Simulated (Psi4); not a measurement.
# GaCl (SMILES [Cl][Ga]) at 5 levels

Aim: a comparison of 5 runs (HF/cc-pVTZ, SVWN5/cc-pVTZ, MP2/cc-pVTZ, CCSD/cc-pVTZ, CCSD(T)/cc-pVTZ) of GaCl. 

The results are computed with Psi4 1.11.

1 further run of the same task is left out (it didn't finish).

### 1 The system as given

GaCl: 2 atoms, total charge 0, spin state singlet. SMILES: `[Cl][Ga]`. The Cl1–Ga2 distance was set to 3.988 Å, away from the relaxed value.

### 2 Energy and gradient at HF/cc-pVTZ (run 1)

run.py

```python
import numpy as np
from ase.calculators.psi4 import Psi4
from ase import Atoms

a = Atoms(['Cl', 'Ga'], positions=[
    [0.000000, 0.000000, -1.796140],
    [0.000000, 0.000000, 2.192160],
])
calc = Psi4(atoms=a, method='hf', basis='cc-pVTZ', memory='1600MB', num_threads=1, charge=0, multiplicity=1, label='calc', reference='rhf')
calc.psi4.set_options({'puream': True, 'e_convergence': 1e-09, 'd_convergence': 1e-08, 'scf_type': 'pk'})
a.calc = calc

forces = a.get_forces()
print(f'energy: {a.get_potential_energy():.6f} eV')
print('forces / eV A^-1')
print(np.round(forces, 5))
```

Run with:

```sh
$ python run.py
```

calc.dat:

```text
[...]
  Running in c1 symmetry.
[...]
  Nuclear repulsion =   69.923624106283384
[...]
  Multiplicity = 1
[...]
  Nalpha       = 24
  Nbeta        = 24
[...]
    Number of basis functions: 77
[...]
   @RHF iter   1: -2382.07538991493902   -4.51523e+00   2.04221e-02 DIIS/ADIIS
[...]
   @RHF iter  11: -2382.77145199249480   -4.72937e-11   9.95851e-09 DIIS
[...]
    Orbital Energies [Eh]
    ---------------------
    Doubly Occupied:
       1A   -378.967771     2A   -104.651455     3A    -48.315651
       4A    -42.640992     5A    -42.640992     6A    -42.640885
       7A    -10.376379     8A     -7.842456     9A     -7.842078
      10A     -7.842078    11A     -6.543470    12A     -4.630434
      13A     -4.630434    14A     -4.629446    15A     -1.342449
      16A     -1.342449    17A     -1.341464    18A     -1.341464
      19A     -1.341142    20A     -0.879836    21A     -0.537990
      22A     -0.296701    23A     -0.296701    24A     -0.292731
[...]
  @RHF Final Energy: -2382.77145199249480
   => Energetics <=
    Nuclear Repulsion Energy =             69.9236241062833841
    One-Electron Energy =               -3458.9752655962574863
    Two-Electron Energy =                1006.2801894974788866
    Total Energy =                      -2382.7714519924948036
[...]
 Multipole Moments:
 ------------------------------------------------------------------------------------
     Multipole            Electronic (a.u.)      Nuclear  (a.u.)        Total (a.u.)
 ------------------------------------------------------------------------------------
 L = 1.  Multiply by 2.5417464519 to convert [e a0] to [Debye]
 Dipole X            :         -0.0000000            0.0000000           -0.0000000
 Dipole Y            :         -0.0000000            0.0000000           -0.0000000
 Dipole Z            :         12.4329407           -6.3620283            6.0709124
 Magnitude           :                                                    6.0709124
[...]
  -Total Gradient:
     Atom            X                  Y                   Z
    ------   -----------------  -----------------  -----------------
       1        0.000000000000    -0.000000000000    -0.024751060836
       2       -0.000000000000     0.000000000000     0.024751060784
[...]
```

On the terminal:

```text
energy: -64838.513788 eV
forces / eV A^-1
[[-0.       0.       1.27275]
 [ 0.      -0.      -1.27275]]
```

Wall time 56 s (1 thread of Intel Xeon Platinum 8488C (Sapphire Rapids), shared host); peak memory 1.1 GiB.

### 3 Energy and forces at SVWN5/cc-pVTZ (run 2)

run.py

```python
import psi4

psi4.set_memory('1600 MB')
psi4.set_num_threads(1)
psi4.core.set_output_file('run.log', False)

m = psi4.geometry("""
0 1
Cl     0.00000000     0.00000000    -3.39421268
Ga     0.00000000     0.00000000     4.14258202
units au
symmetry c1
no_reorient
no_com
""")

options = {'basis': 'cc-pVTZ', 'puream': True, 'e_convergence': 1e-09, 'd_convergence': 1e-08, 'scf_type': 'pk', 'dft_radial_points': 99, 'dft_spherical_points': 590}
psi4.set_options(options)

E, wfn = psi4.gradient("scf", dft_functional={"name": "SVWN5", "x_functionals": {"LDA_X": {}}, "c_functionals": {"LDA_C_VWN": {}}}, return_wfn=True)
psi4.oeprop(wfn, "LOWDIN_CHARGES", "DIPOLE", "QUADRUPOLE", title="SCF")
print('gradient / Eh bohr^-1')
print(E.np.round(6))
print(f'energy = {wfn.energy():.10f} Eh')
for k, v in sorted(psi4.core.scalar_variables().items()):
    print(f'{k:45s} {v:18.10f}')
```

Run with:

```sh
$ python run.py
```

run.log:

```text
[...]
  Running in c1 symmetry.
[...]
  Nuclear repulsion =   69.923624163465675
[...]
  Multiplicity = 1
[...]
  Nalpha       = 24
  Nbeta        = 24
[...]
    Number of basis functions: 77
[...]
   @RKS iter   1: -2379.54666147355420   -2.65365e+00   2.29604e-02 DIIS/ADIIS
[...]
   @RKS iter  26: -2380.56262019775295   -9.09495e-12   4.68228e-09 DIIS
[...]
  @RKS Final Energy: -2380.56262019775295
   => Energetics <=
    Nuclear Repulsion Energy =             69.9236241634656750
    One-Electron Energy =               -3456.6585714301604639
    Two-Electron Energy =                1104.7577656483576902
    DFT Exchange-Correlation Energy =     -98.5854385794158645
    Empirical Dispersion Energy =           0.0000000000000000
    VV10 Nonlocal Energy =                  0.0000000000000000
    Total Energy =                      -2380.5626201977529490
[...]
  -Total Gradient:
     Atom            X                  Y                   Z
    ------   -----------------  -----------------  -----------------
       1       -0.000000000000    -0.000000000000    -0.022480480555
       2        0.000000000000    -0.000000000001     0.022482673107
[...]
 Multipole Moments:
 ------------------------------------------------------------------------------------
     Multipole            Electronic (a.u.)      Nuclear  (a.u.)        Total (a.u.)
 ------------------------------------------------------------------------------------
 L = 1.  Multiply by 2.5417464519 to convert [e a0] to [Debye]
 Dipole X            :         -0.0000000            0.0000000           -0.0000000
 Dipole Y            :          0.0000000            0.0000000            0.0000000
 Dipole Z            :        -66.5300270           70.7184271            4.1884001
 Magnitude           :                                                    4.1884001
 L = 2.  Multiply by 1.3450342976 to convert [e a0^2] to [Debye ang]
 Quadrupole XX       :        -20.7674957            0.0000000          -20.7674957
 Quadrupole XY       :          0.0000000            0.0000000            0.0000000
[...]
```

On the terminal:

```text
gradient / Eh bohr^-1
[[-0.       -0.       -0.02248 ]
 [ 0.       -0.        0.022483]]
energy = -2380.5626201978 Eh
CURRENT ENERGY                                  -2380.5626201978
CURRENT REFERENCE ENERGY                        -2380.5626201978
DD SOLVATION ENERGY                                 0.0000000000
DFT FUNCTIONAL TOTAL ENERGY                     -2380.5626201978
DFT TOTAL ENERGY                                -2380.5626201978
DFT VV10 ENERGY                                     0.0000000000
DFT XC ENERGY                                     -98.5854385794
GRID ELECTRONS ALPHA                               24.0000000637
GRID ELECTRONS BETA                                24.0000000637
GRID ELECTRONS TOTAL                               48.0000001275
NUCLEAR REPULSION ENERGY                           69.9236241635
ONE-ELECTRON ENERGY                             -3456.6585714302
PCM POLARIZATION ENERGY                             0.0000000000
PE ENERGY                                           0.0000000000
SCF ITERATION ENERGY                            -2380.5626201978
SCF ITERATIONS                                     26.0000000000
SCF TOTAL ENERGY                                -2380.5626201978
TWO-ELECTRON ENERGY                              1104.7577656484
XC GRID RADIAL POINTS                              99.0000000000
XC GRID SPHERICAL POINTS                          590.0000000000
XC GRID TOTAL POINTS                           109772.0000000000
```

Run time: 65 s. Hardware: 1 thread of Intel Xeon Platinum 8488C (Sapphire Rapids), shared host; peak memory 1.1 GiB.

Runs 3 to 4 aren't shown in full; the table further down has their settings and results.

### 4 The energy at CCSD(T)/cc-pVTZ (run 5)

input.inp

```
memory 1600 mb

molecule system {
  0 1
  Cl     0.00000000     0.00000000    -3.39421268
  Ga     0.00000000     0.00000000     4.14258202
  units au
  symmetry c1
}

set reference rhf
set puream true
set e_convergence 1e-09
set d_convergence 1e-08
set scf_type pk
set num_frozen_docc 14

result, w = energy("ccsd(t)/cc-pVTZ", return_wfn=True)
print_variables()
```

Run with:

```sh
$ psi4 input.inp input.out -n 1
```

input.out:

```text
[...]
  Running in c1 symmetry.
[...]
  Nuclear repulsion =   69.923624163465675
[...]
  Multiplicity = 1
[...]
  Nalpha       = 24
  Nbeta        = 24
[...]
    Number of basis functions: 77
[...]
   @RHF iter   1: -2382.07538991508500   -4.51523e+00   2.04221e-02 ADIIS/DIIS
[...]
   @RHF iter  11: -2382.77145199264942   -4.91127e-11   9.95851e-09 DIIS
[...]
    Orbital Energies [Eh]
    ---------------------
    Doubly Occupied:
       1A   -378.967771     2A   -104.651455     3A    -48.315651
       4A    -42.640992     5A    -42.640992     6A    -42.640885
       7A    -10.376379     8A     -7.842456     9A     -7.842078
      10A     -7.842078    11A     -6.543470    12A     -4.630434
      13A     -4.630434    14A     -4.629446    15A     -1.342449
      16A     -1.342449    17A     -1.341464    18A     -1.341464
      19A     -1.341142    20A     -0.879836    21A     -0.537990
      22A     -0.296701    23A     -0.296701    24A     -0.292731
[...]
  @RHF Final Energy: -2382.77145199264942
   => Energetics <=
    Nuclear Repulsion Energy =             69.9236241634656750
    One-Electron Energy =               -3458.9752657123785866
    Two-Electron Energy =                1006.2801895562632808
    Total Energy =                      -2382.7714519926494177
[...]
 Multipole Moments:
 ------------------------------------------------------------------------------------
     Multipole            Electronic (a.u.)      Nuclear  (a.u.)        Total (a.u.)
 ------------------------------------------------------------------------------------
 L = 1.  Multiply by 2.5417464519 to convert [e a0] to [Debye]
 Dipole X            :         -0.0000000            0.0000000           -0.0000000
 Dipole Y            :          0.0000000            0.0000000            0.0000000
 Dipole Z            :         12.4329407           -6.3620283            6.0709124
 Magnitude           :                                                    6.0709124
[...]
      * MP2 total energy                      = -2383.066346035170227
[...]
      * CCSD total energy                     = -2383.092436197942789
[...]
      * CCSD(T) total energy                  = -2383.107676181747593
[...]
```

It took 34 s on 1 thread of Intel Xeon Platinum 8488C (Sapphire Rapids), shared host; peak memory 1.1 GiB.

### 5 The series

```tsv
run	level	integration grid	task	energy (Eh)	HOMO energy (eV)	LUMO energy (eV)	HOMO–LUMO gap (eV)	wall time
1	HF/cc-pVTZ	–	gradient	-2382.771452	-7.97	-1.47	6.49	56 s
2	SVWN5/cc-pVTZ	99 radial × 590 angular	gradient	-2380.562620	-5.02	-4.46	0.56	65 s
3	MP2/cc-pVTZ	–	energy	-2383.066346	-7.97	-1.47	6.49	24 s
4	CCSD/cc-pVTZ	–	energy	-2383.092436	-7.97	-1.47	6.49	32 s
5	CCSD(T)/cc-pVTZ	–	energy	-2383.107676	-7.97	-1.47	6.49	34 s
```

### 6 Results

| quantity | value |
| --- | --- |
| run 5: total energy | -2383.10768 Eh |
| run 5: HOMO energy (Hartree–Fock orbitals) | -7.97 eV |
| run 5: LUMO energy (Hartree–Fock orbitals) | -1.47 eV |
| run 5: HOMO–LUMO gap (Hartree–Fock orbitals) | 6.49 eV |
| run 5: correlation energy (14 core orbitals frozen) | -336.2 mEh |
| run 5: (T) correction | -15.24 mEh |
| run 5: T1 diagnostic | 0.022 |

**Reading.** Below the HF energy at the same shape and in the same basis (cc-pVTZ): MP2 -294.9 mEh; CCSD -321.0 mEh; CCSD(T) -336.2 mEh. All runs together took 3.5 min, the longest 65 s.
